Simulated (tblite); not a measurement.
# C4H8ClFSi: the cost of one run

Programs: tblite 0.8.0 and PySCF 2.14.0, with density-fitted response routines of our own. Each step states its level of theory. These are calculated values for one molecule in the gas phase, unless marked as measured. Atoms are numbered from 0 throughout.

### 1 The starting structure

15 atoms, charge 0, multiplicity 1; geometry from: force field or distance geometry start.

Bonds of the start (Å): C0–C1 1.33, C1–C2 1.49, C1–Si3 1.83, Si3–C4 1.85, C4–F5 1.36, C4–Cl6 1.78, C0–H7 1.10, C0–H8 1.08, C2–H9 1.10, C2–H10 1.12, C2–H11 1.13, Si3–H12 1.46, Si3–H13 1.48, C4–H14 1.13.

### 2 Optimising the geometry with GFN2-xTB

Job settings and geometry (Å):

```
{"job": {"kind": "relax", "xc": "GFN2-xTB", "basis": "xTB"}, "charge": 0, "multiplicity": 1}
C     -0.572900    -0.746700     1.430000
C     -0.784800    -0.037200     0.321500
C     -2.160100     0.206500    -0.196300
Si     0.617900     0.670100    -0.614500
C      2.195100    -0.292900    -0.461900
F      2.126900    -1.333000     0.407800
Cl     3.559100     0.784600    -0.068100
H     -1.482100    -1.123300     1.931600
H      0.395300    -0.959400     1.859000
H     -2.612200    -0.745900    -0.509700
H     -2.063600     0.925900    -1.054700
H     -2.788800     0.714900     0.598000
H      0.868700     2.033300    -0.143500
H      0.259800     0.648300    -2.052300
H      2.437300    -0.737200    -1.468700
```

Command:

```
OMP_NUM_THREADS=1 python probes_run.py task.json out
```

The driver reads the jobs from task.json and runs them one after another.

Q: Estimate the wall time of this first job on 1 thread of Arm Neoverse N1, shared host.

About 2.2 s.
